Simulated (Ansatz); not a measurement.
Born–Oppenheimer molecular dynamics of a periodic cell of 20 atoms, NaLaMgTeO6 (host NaLaMgTeO6, host structure Cm). It starts from an unrelaxed structure (largest force component 0.61 eV/Å).

These are results of DFT PBEsol, scalar-relativistic, plane waves, PAW (Ansatz 0.2.0), not measurements. Settings: cutoff 420 eV, k mesh 2x2x1, fermi-dirac smearing 0.05 eV, no spin polarisation.

* ensemble: NVT, Nosé–Hoover chain
* time step: 1 fs
* steps asked: 100
* set temperature: 500 K
* thermostat: time constant 100 fs, chain length 3
* seed: 332197

Frames 2 fs apart, positions in Å, forces in eV/Å.

Velocities at 0.0 fs (Å/ps):

```
Na -1.64 -7.43 1.24
La 0.74 1.25 2.01
Mg 2.66 3.10 -4.85
Te -1.23 3.91 -1.00
O 1.00 4.70 -1.79
O -4.81 -0.54 -2.42
O -4.87 0.13 4.05
O 9.16 2.26 -4.04
O 4.05 -4.60 2.05
O 5.52 1.57 -0.19
Na 7.55 -4.00 6.74
La -0.49 -1.81 3.09
Mg -1.47 -4.55 2.97
Te -2.89 0.23 -1.46
O 0.14 -5.65 -3.72
O -0.42 6.11 -4.07
O 6.33 -5.64 -5.38
O 3.86 -0.52 -11.82
O 2.00 -7.12 -5.91
O -1.52 -0.26 0.01
```

```xyz
20
Lattice="1.6263 2.8539 4.6750 1.6263 -2.8539 4.6750 9.8839 0.0000 0.0000" Properties=species:S:1:pos:R:3:forces:R:3 time_fs=0.0 energy_less_start_eV=0.000 T=500
Na 9.883 0.000 3.461 0.00 0.00 -0.02
La 6.541 0.000 1.216 -0.09 0.00 0.17
Mg 9.883 0.000 0.012 0.01 0.00 0.00
Te 3.278 0.000 2.334 -0.09 0.00 -0.03
O 6.001 -1.484 6.084 -0.11 -0.57 0.29
O 2.224 1.408 3.247 0.27 -0.35 -0.50
O 2.224 -1.408 3.247 0.27 0.35 -0.50
O 6.001 1.484 6.084 -0.11 0.57 0.29
O 1.963 0.000 0.859 0.46 0.00 0.51
O 4.580 0.000 3.844 -0.61 0.00 -0.20
Na 6.568 0.000 8.136 0.00 0.00 -0.02
La 3.225 0.000 5.891 -0.09 0.00 0.17
Mg 6.567 0.000 4.687 0.01 0.00 0.00
Te 9.846 0.000 7.009 -0.09 0.00 -0.03
O 10.943 1.370 6.084 -0.11 -0.57 0.29
O 7.166 -1.446 3.247 0.27 -0.35 -0.50
O 7.166 1.446 3.247 0.27 0.35 -0.50
O 10.943 -1.370 6.084 -0.11 0.57 0.29
O 8.531 0.000 5.534 0.46 0.00 0.51
O 11.148 0.000 8.519 -0.61 0.00 -0.20
20
Lattice="1.6263 2.8539 4.6750 1.6263 -2.8539 4.6750 9.8839 0.0000 0.0000" Properties=species:S:1:pos:R:3:forces:R:3 time_fs=2.0 energy_less_start_eV=0.022 T=491
Na 9.880 -0.015 3.463 0.00 0.01 -0.02
La 6.543 0.003 1.220 -0.06 0.00 0.14
Mg 9.888 0.006 0.002 -0.06 -0.04 0.08
Te 3.275 0.008 2.332 0.17 -0.30 0.10
O 6.003 -1.475 6.081 -0.19 -0.63 0.36
O 2.215 1.406 3.242 0.32 -0.32 -0.49
O 2.215 -1.407 3.255 0.42 0.46 -0.63
O 6.019 1.489 6.076 -0.24 0.68 0.39
O 1.971 -0.009 0.863 0.37 0.01 0.39
O 4.590 0.003 3.844 -0.77 0.02 -0.27
Na 6.583 -0.008 8.149 -0.01 0.01 -0.04
La 3.224 -0.004 5.897 -0.17 0.02 0.12
Mg 6.564 -0.009 4.693 0.05 0.08 -0.04
Te 9.840 0.001 7.006 0.18 -0.14 -0.16
O 10.943 1.358 6.077 -0.08 -0.46 0.28
O 7.165 -1.434 3.238 0.27 -0.49 -0.52
O 7.179 1.435 3.236 0.19 0.39 -0.45
O 10.951 -1.370 6.061 -0.17 0.66 0.46
O 8.536 -0.014 5.522 0.42 0.02 0.59
O 11.144 -0.001 8.519 -0.64 0.00 -0.28
20
Lattice="1.6263 2.8539 4.6750 1.6263 -2.8539 4.6750 9.8839 0.0000 0.0000" Properties=species:S:1:pos:R:3:forces:R:3 time_fs=4.0 energy_less_start_eV=0.056 T=477
Na 9.877 -0.030 3.466 0.00 0.02 -0.02
La 6.544 0.005 1.224 -0.03 0.00 0.10
Mg 9.894 0.012 -0.007 -0.13 -0.08 0.15
Te 3.273 0.015 2.330 0.43 -0.57 0.23
O 6.004 -1.468 6.078 -0.27 -0.66 0.42
O 2.206 1.404 3.235 0.35 -0.26 -0.45
O 2.206 -1.405 3.261 0.55 0.53 -0.73
O 6.037 1.496 6.069 -0.35 0.75 0.45
O 1.981 -0.018 0.869 0.26 0.03 0.24
O 4.598 0.006 3.842 -0.90 0.05 -0.32
Na 6.598 -0.016 8.162 -0.02 0.02 -0.06
La 3.223 -0.007 5.903 -0.25 0.05 0.06
Mg 6.562 -0.018 4.699 0.09 0.15 -0.08
Te 9.835 0.001 7.003 0.44 -0.26 -0.29
O 10.943 1.345 6.070 -0.05 -0.34 0.27
O 7.166 -1.424 3.228 0.26 -0.60 -0.51
O 7.192 1.425 3.223 0.10 0.41 -0.38
O 10.958 -1.369 6.038 -0.20 0.72 0.61
O 8.541 -0.028 5.513 0.35 0.04 0.63
O 11.139 -0.001 8.518 -0.64 0.00 -0.33
20
Lattice="1.6263 2.8539 4.6750 1.6263 -2.8539 4.6750 9.8839 0.0000 0.0000" Properties=species:S:1:pos:R:3:forces:R:3 time_fs=6.0 energy_less_start_eV=0.095 T=461
Na 9.873 -0.044 3.468 0.01 0.03 -0.02
La 6.545 0.007 1.228 0.00 0.00 0.06
Mg 9.899 0.018 -0.017 -0.18 -0.12 0.23
Te 3.271 0.023 2.328 0.68 -0.82 0.37
O 6.005 -1.463 6.077 -0.32 -0.66 0.45
O 2.199 1.401 3.227 0.36 -0.17 -0.38
O 2.199 -1.402 3.265 0.65 0.56 -0.80
O 6.054 1.505 6.064 -0.44 0.78 0.49
O 1.991 -0.028 0.875 0.11 0.04 0.06
O 4.605 0.010 3.840 -0.98 0.07 -0.34
Na 6.613 -0.024 8.176 -0.03 0.03 -0.08
La 3.222 -0.011 5.910 -0.32 0.08 0.00
Mg 6.559 -0.027 4.705 0.13 0.23 -0.11
Te 9.829 0.001 7.000 0.69 -0.35 -0.40
O 10.943 1.331 6.064 -0.01 -0.19 0.24
O 7.166 -1.415 3.217 0.23 -0.68 -0.48
O 7.206 1.417 3.210 0.00 0.40 -0.29
O 10.965 -1.366 6.018 -0.22 0.73 0.72
O 8.547 -0.043 5.505 0.25 0.06 0.65
O 11.132 -0.002 8.516 -0.61 0.00 -0.36
20
Lattice="1.6263 2.8539 4.6750 1.6263 -2.8539 4.6750 9.8839 0.0000 0.0000" Properties=species:S:1:pos:R:3:forces:R:3 time_fs=8.0 energy_less_start_eV=0.137 T=445
Na 9.870 -0.059 3.470 0.01 0.04 -0.02
La 6.547 0.010 1.232 0.03 0.00 0.00
Mg 9.903 0.024 -0.026 -0.24 -0.16 0.29
Te 3.269 0.030 2.326 0.92 -1.06 0.50
O 6.005 -1.459 6.077 -0.35 -0.63 0.46
O 2.192 1.398 3.219 0.35 -0.06 -0.30
O 2.194 -1.398 3.267 0.73 0.56 -0.84
O 6.069 1.515 6.059 -0.50 0.76 0.49
O 2.001 -0.036 0.881 -0.05 0.05 -0.14
O 4.609 0.013 3.837 -1.03 0.09 -0.33
Na 6.628 -0.032 8.189 -0.04 0.03 -0.09
La 3.221 -0.014 5.916 -0.40 0.11 -0.06
Mg 6.556 -0.035 4.710 0.17 0.31 -0.14
Te 9.824 0.002 6.997 0.93 -0.44 -0.51
O 10.943 1.317 6.059 0.04 -0.03 0.20
O 7.168 -1.407 3.205 0.19 -0.72 -0.42
O 7.220 1.409 3.196 -0.11 0.37 -0.18
O 10.971 -1.361 5.999 -0.22 0.70 0.81
O 8.555 -0.057 5.498 0.13 0.08 0.63
O 11.124 -0.002 8.514 -0.56 0.00 -0.36
20
Lattice="1.6263 2.8539 4.6750 1.6263 -2.8539 4.6750 9.8839 0.0000 0.0000" Properties=species:S:1:pos:R:3:forces:R:3 time_fs=10.0 energy_less_start_eV=0.180 T=427
Na 9.867 -0.074 3.473 0.02 0.05 -0.02
La 6.548 0.013 1.236 0.05 0.00 -0.06
Mg 9.908 0.030 -0.034 -0.28 -0.19 0.35
Te 3.267 0.037 2.325 1.15 -1.28 0.64
O 6.004 -1.456 6.077 -0.36 -0.56 0.45
O 2.186 1.394 3.209 0.32 0.06 -0.21
O 2.190 -1.392 3.267 0.77 0.53 -0.86
O 6.084 1.528 6.056 -0.55 0.71 0.47
O 2.012 -0.045 0.887 -0.23 0.07 -0.36
O 4.610 0.017 3.834 -1.04 0.11 -0.30
Na 6.643 -0.040 8.202 -0.05 0.04 -0.10
La 3.220 -0.018 5.922 -0.47 0.14 -0.13
Mg 6.554 -0.043 4.715 0.20 0.38 -0.17
Te 9.819 0.002 6.993 1.17 -0.50 -0.60
O 10.943 1.302 6.055 0.09 0.15 0.16
O 7.170 -1.401 3.191 0.14 -0.74 -0.33
O 7.233 1.401 3.182 -0.23 0.31 -0.05
O 10.976 -1.355 5.982 -0.20 0.64 0.86
O 8.562 -0.070 5.493 -0.01 0.09 0.59
O 11.114 -0.003 8.510 -0.49 0.01 -0.34
20
Lattice="1.6263 2.8539 4.6750 1.6263 -2.8539 4.6750 9.8839 0.0000 0.0000" Properties=species:S:1:pos:R:3:forces:R:3 time_fs=12.0 energy_less_start_eV=0.223 T=409
Na 9.864 -0.088 3.475 0.03 0.06 -0.02
La 6.550 0.015 1.241 0.07 0.00 -0.13
Mg 9.912 0.035 -0.042 -0.31 -0.21 0.40
Te 3.265 0.044 2.323 1.34 -1.48 0.75
O 6.003 -1.455 6.079 -0.35 -0.46 0.41
O 2.181 1.391 3.200 0.28 0.20 -0.10
O 2.188 -1.385 3.265 0.79 0.46 -0.84
O 6.097 1.542 6.054 -0.58 0.62 0.43
O 2.021 -0.054 0.893 -0.40 0.08 -0.57
O 4.609 0.021 3.829 -1.01 0.12 -0.24
Na 6.658 -0.047 8.215 -0.07 0.04 -0.11
La 3.218 -0.021 5.928 -0.53 0.18 -0.20
Mg 6.552 -0.050 4.721 0.22 0.44 -0.19
Te 9.814 0.002 6.990 1.39 -0.56 -0.69
O 10.943 1.288 6.050 0.14 0.32 0.11
O 7.172 -1.397 3.177 0.07 -0.73 -0.22
O 7.246 1.395 3.167 -0.35 0.23 0.09
O 10.982 -1.347 5.967 -0.17 0.55 0.89
O 8.569 -0.084 5.489 -0.17 0.11 0.52
O 11.103 -0.003 8.506 -0.40 0.02 -0.31
20
Lattice="1.6263 2.8539 4.6750 1.6263 -2.8539 4.6750 9.8839 0.0000 0.0000" Properties=species:S:1:pos:R:3:forces:R:3 time_fs=14.0 energy_less_start_eV=0.269 T=391
Na 9.861 -0.103 3.477 0.04 0.07 -0.03
La 6.551 0.018 1.245 0.08 0.00 -0.20
Mg 9.915 0.040 -0.049 -0.33 -0.22 0.45
Te 3.264 0.050 2.322 1.50 -1.67 0.84
O 6.000 -1.455 6.082 -0.31 -0.33 0.34
O 2.176 1.388 3.189 0.22 0.34 0.01
O 2.188 -1.377 3.262 0.78 0.36 -0.79
O 6.109 1.558 6.053 -0.59 0.50 0.36
O 2.030 -0.063 0.896 -0.55 0.10 -0.77
O 4.605 0.025 3.824 -0.95 0.14 -0.16
Na 6.673 -0.055 8.227 -0.09 0.03 -0.12
La 3.217 -0.025 5.934 -0.58 0.22 -0.28
Mg 6.551 -0.057 4.725 0.23 0.49 -0.20
Te 9.809 0.001 6.986 1.61 -0.60 -0.77
O 10.943 1.275 6.046 0.18 0.50 0.07
O 7.174 -1.395 3.163 -0.01 -0.70 -0.10
O 7.258 1.389 3.153 -0.47 0.15 0.23
O 10.986 -1.337 5.954 -0.14 0.43 0.90
O 8.576 -0.097 5.486 -0.33 0.13 0.43
O 11.091 -0.004 8.501 -0.29 0.03 -0.25
20
Lattice="1.6263 2.8539 4.6750 1.6263 -2.8539 4.6750 9.8839 0.0000 0.0000" Properties=species:S:1:pos:R:3:forces:R:3 time_fs=16.0 energy_less_start_eV=0.315 T=372
Na 9.857 -0.117 3.479 0.05 0.08 -0.03
La 6.553 0.020 1.249 0.09 0.00 -0.27
Mg 9.918 0.044 -0.056 -0.33 -0.23 0.48
Te 3.264 0.056 2.321 1.59 -1.83 0.90
O 5.997 -1.456 6.086 -0.26 -0.16 0.25
O 2.172 1.386 3.179 0.15 0.48 0.12
O 2.190 -1.367 3.256 0.74 0.24 -0.71
O 6.119 1.574 6.052 -0.59 0.37 0.29
O 2.038 -0.071 0.898 -0.67 0.12 -0.92
O 4.599 0.030 3.819 -0.85 0.15 -0.06
Na 6.687 -0.063 8.240 -0.11 0.03 -0.12
La 3.215 -0.028 5.941 -0.61 0.27 -0.36
Mg 6.550 -0.063 4.730 0.23 0.54 -0.21
Te 9.806 0.001 6.982 1.81 -0.63 -0.84
O 10.944 1.263 6.042 0.21 0.67 0.03
O 7.176 -1.395 3.148 -0.09 -0.64 0.04
O 7.269 1.384 3.139 -0.58 0.06 0.37
O 10.991 -1.327 5.944 -0.11 0.30 0.88
O 8.582 -0.110 5.485 -0.49 0.15 0.33
O 11.079 -0.004 8.496 -0.17 0.04 -0.18
20
Lattice="1.6263 2.8539 4.6750 1.6263 -2.8539 4.6750 9.8839 0.0000 0.0000" Properties=species:S:1:pos:R:3:forces:R:3 time_fs=18.0 energy_less_start_eV=0.363 T=353
Na 9.854 -0.132 3.482 0.06 0.10 -0.03
La 6.554 0.022 1.253 0.09 0.00 -0.35
Mg 9.920 0.049 -0.062 -0.32 -0.23 0.51
Te 3.264 0.061 2.320 1.60 -1.96 0.90
O 5.993 -1.457 6.090 -0.19 0.02 0.14
O 2.169 1.385 3.170 0.08 0.60 0.22
O 2.194 -1.358 3.248 0.67 0.10 -0.60
O 6.128 1.592 6.053 -0.58 0.21 0.20
O 2.043 -0.079 0.898 -0.75 0.14 -1.02
O 4.592 0.035 3.813 -0.72 0.15 0.05
Na 6.702 -0.070 8.252 -0.14 0.02 -0.12
La 3.213 -0.032 5.947 -0.64 0.33 -0.44
Mg 6.549 -0.068 4.734 0.23 0.58 -0.21
Te 9.802 0.000 6.978 1.99 -0.66 -0.90
O 10.946 1.252 6.038 0.22 0.83 -0.01
O 7.178 -1.396 3.133 -0.18 -0.57 0.18
O 7.278 1.379 3.126 -0.67 -0.03 0.51
O 10.995 -1.316 5.935 -0.09 0.15 0.85
O 8.587 -0.123 5.484 -0.64 0.16 0.21
O 11.066 -0.004 8.490 -0.03 0.06 -0.09
20
Lattice="1.6263 2.8539 4.6750 1.6263 -2.8539 4.6750 9.8839 0.0000 0.0000" Properties=species:S:1:pos:R:3:forces:R:3 time_fs=20.0 energy_less_start_eV=0.411 T=334
Na 9.851 -0.146 3.484 0.07 0.11 -0.04
La 6.556 0.025 1.256 0.08 0.00 -0.43
Mg 9.922 0.052 -0.067 -0.29 -0.23 0.53
Te 3.264 0.065 2.320 1.54 -2.05 0.84
O 5.988 -1.458 6.095 -0.10 0.21 0.02
O 2.165 1.386 3.160 0.02 0.69 0.31
O 2.199 -1.348 3.240 0.58 -0.06 -0.47
O 6.135 1.610 6.054 -0.56 0.05 0.11
O 2.047 -0.087 0.895 -0.78 0.18 -1.06
O 4.582 0.040 3.808 -0.57 0.15 0.18
Na 6.716 -0.078 8.264 -0.16 0.02 -0.12
La 3.211 -0.035 5.952 -0.64 0.38 -0.52
Mg 6.548 -0.071 4.738 0.22 0.61 -0.21
Te 9.800 0.000 6.973 2.14 -0.68 -0.95
O 10.948 1.244 6.035 0.22 0.96 -0.03
O 7.180 -1.398 3.118 -0.27 -0.49 0.32
O 7.286 1.373 3.114 -0.75 -0.10 0.63
O 10.999 -1.304 5.929 -0.07 -0.01 0.80
O 8.590 -0.135 5.484 -0.78 0.18 0.10
O 11.053 -0.005 8.483 0.10 0.07 0.01
```

Of the whole run (100 fs, mean temperature of the second half 262 K): The conserved energy stayed within 0.035 meV per atom of its start (net change 0.03 meV per atom), so the integration is sound. The mean temperature of the second half is 48 % below the set value. A run of 0.1 ps of so small a system gives no equilibrium averages. Limits of this set-up: coarse k mesh.

The run took 5.3 min on 1 thread of Arm Neoverse V2, on a shared host, peak memory 0.65 GiB.
